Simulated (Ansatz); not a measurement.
# H4N2OSi: the cost of one run

Computed with Ansatz 0.2.0, Gaussian basis. Level: PBE0-D4/def2-TZVP structures, single points in def2-TZVPP, no counterpoise correction.

Levels: SPW92, PBE-D4, BLYP-D4, r2SCAN-D4, B97M-V, PBE0-D4, B3LYP-D4, r2SCAN0-D4, BHLYP-D4, CAM-B3LYP-D4, wB97X-V, wB97M-V, B2PLYP, PBE-QIDH, RPA on PBE, Hartree-Fock, MP2, CCSD, CCSD(T).

Cores are frozen in the correlated methods. B3LYP uses VWN-RPA correlation. B2PLYP carries no dispersion term here.

56 further runs of the same task are left out: 56 set aside as unsound or not needed. Runs told in other sessions of the task aren't counted.

## 1. Starting geometry

The complex: 10 atoms, charge 0, spin multiplicity 1.

Atoms are counted from 1 here; the program's logs count them from 0.

Bond lengths: Si1–O3 1.516 Å, Si1–N5 1.677 Å, Si1–N6 1.677 Å, H2–H4 0.750 Å, N5–H7 1.005 Å, N5–H8 1.006 Å, N6–H9 1.006 Å, N6–H10 1.005 Å. Angles: O3–Si1–N5 125.2°, O3–Si1–N6 125.2°, N5–Si1–N6 109.6°, Si1–N5–H7 125.8°, Si1–N5–H8 120.5°, H7–N5–H8 113.7°, Si1–N6–H9 120.5°, Si1–N6–H10 125.9°, H9–N6–H10 113.7°.

Geometry (Å):

```mol
H6N2OSi
  3D, bonds by distance, orders not assigned

 10  8  0  0  0  0  0  0  0  0999 V2000
   -0.1855    0.3142    0.1824 Si  0  0
    0.8791   -1.3507   -3.7346 H   0  0
   -0.1831    0.3834   -1.3323 O   0  0
    0.6139   -0.9149   -3.1845 H   0  0
    1.0011    0.9518    1.1813 N   0  0
   -1.3758   -0.4102    1.1153 N   0  0
    1.0094    0.9111    2.1850 H   0  0
    1.7971    1.4250    0.7895 H   0  0
   -2.1693   -0.8478    0.6793 H   0  0
   -1.3869   -0.4621    2.1185 H   0  0
  1  3  8  0
  1  5  8  0
  1  6  8  0
  2  4  8  0
  5  7  8  0
  5  8  8  0
  6  9  8  0
  6 10  8  0
M  END
```

Its parts: H4N2OSi holds atoms 1, 3, 5, 6, 7, 8, 9, 10; H2 holds atoms 2, 4. Each part counts its atoms afresh in its own runs.

## 2. Relaxing H4N2OSi alone

relax-a/in.yaml reads:

```yaml
crystal:
  periodic: [false, false, false]
  atoms:
    - {symbol: Si, position_ang: [-0.185471, 0.314249, 0.182422]}
    - {symbol: O, position_ang: [-0.183063, 0.383362, -1.332252]}
    - {symbol: N, position_ang: [1.001052, 0.951817, 1.181307]}
    - {symbol: N, position_ang: [-1.375836, -0.410195, 1.115328]}
    - {symbol: H, position_ang: [1.009394, 0.911130, 2.185028]}
    - {symbol: H, position_ang: [1.797093, 1.425026, 0.789466]}
    - {symbol: H, position_ang: [-2.169276, -0.847808, 0.679327]}
    - {symbol: H, position_ang: [-1.386898, -0.462078, 2.118503]}
basis:
  gaussian: {orbitals: def2-TZVP}
hamiltonian: {xc: pbe0, dispersion: d4}
relax: {f_tol: 0.005, max_steps: 200}
```

Launch:

```sh
$ ansatz run in.yaml --threads 4 --pin off --events-out ev --progress --plain --max-ram 9574MiB
```

**Question.** How long does this run take on 4 threads of Arm Neoverse V1, shared host?

About 8 s.
